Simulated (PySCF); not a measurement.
# ZrCl₃⁺: structure of the singlet

Aim: relax ZrCl₃⁺ as a singlet from a trigonal planar start, check by its vibrations whether the end is a minimum, and collect its spectrum and constants.

Program: PySCF 2.14.0. Level of theory: PBE0, basis Zr def2-TZVP with ECP28, Cl def2-TZVP, scalar-relativistic core potentials, no spin–orbit coupling, density fitting. These are calculated values, not measurements.

## 1. Starting geometry

4 atoms, charge 1, spin multiplicity 1.

Bond lengths: Zr1–Cl2 2.479 Å, Zr1–Cl3 2.479 Å, Zr1–Cl4 2.479 Å. Angles: Cl2–Zr1–Cl3 120.0°, Cl2–Zr1–Cl4 120.0°, Cl3–Zr1–Cl4 120.0°.

Z-matrix (Å, degrees; charge 1 multiplicity 1):
```
Zr
Cl 1 2.4794
Cl 1 2.4794 2 120.00
Cl 1 2.4794 2 120.00 3 180.00
```

## 2. The SCF at the typed geometry

One driver script runs all steps and calls PySCF; scf.py shows how it sets up the SCF of each step. The optimiser is the driver's own. After this first run the driver tries any further starts and a stability analysis.

Contents of scf.py:

```python
from pyscf import gto, scf, dft
mol = gto.M(atom='''
Zr     0.000000     0.000000     0.000000
Cl     2.479400     0.000000     0.000000
Cl    -1.239700     2.147200     0.000000
Cl    -1.239700    -2.147200     0.000000''',
    basis={'Zr': 'def2-TZVP', 'Cl': 'def2-TZVP'},
    ecp={'Zr': 'def2-TZVP'},
    charge=1, spin=0)
mf = dft.RKS(mol, xc='PBE0')
mf.grids.atom_grid = (50, 194)
aux = {'Zr': 'def2-universal-JKFIT', 'Cl': 'def2-universal-JKFIT'}
mf = mf.density_fit(auxbasis=aux)
mf.conv_tol = 1e-08
mf.diis_space = 10
mf.max_cycle = 60
mf.init_guess = 'minao'
mf.verbose = 4
mf.kernel()
```

The run is started by

```sh
OMP_NUM_THREADS=4 python axn.py task.json out
```

After this run come: Trigonal planar start, singlet: relaxation; Frequencies; Downhill along the imaginary mode; Hessian and properties.

What does the calculation give? Wanted: minimum; geometry; wavenumbers; dipole moment; highest occupied, lowest empty level; polar-tensor charge of Zr1; zero-point energy.

As calculated:

| quantity | value |
| --- | --- |
| minimum | singlet, C3v |
| geometry | Zr–Cl 2.253 Å (×3); Cl–Zr–Cl 109.0° (×3) |
| wavenumbers (cm⁻¹) | 94 (a1), 115 (e), 452 (a1), 483 (e) |
| dipole moment (centre of mass) | 4.15 D |
| highest occupied, lowest empty level | -14.60, -9.02 eV |
| polar-tensor charge of Zr1 | +2.28 e |
| zero-point energy | 10.4 kJ/mol |
| entropy at 298.15 K | 336.8 J/(mol K) |

**Reading.** From D3h at the start the molecule goes to a C3v minimum, after a stop at a saddle point 14.3 kJ/mol higher, from which it was pushed off along an imaginary mode. In the infrared the band at 483 cm⁻¹ (e, stretch) leads. Other starts or spin states, not run here, may lie lower.
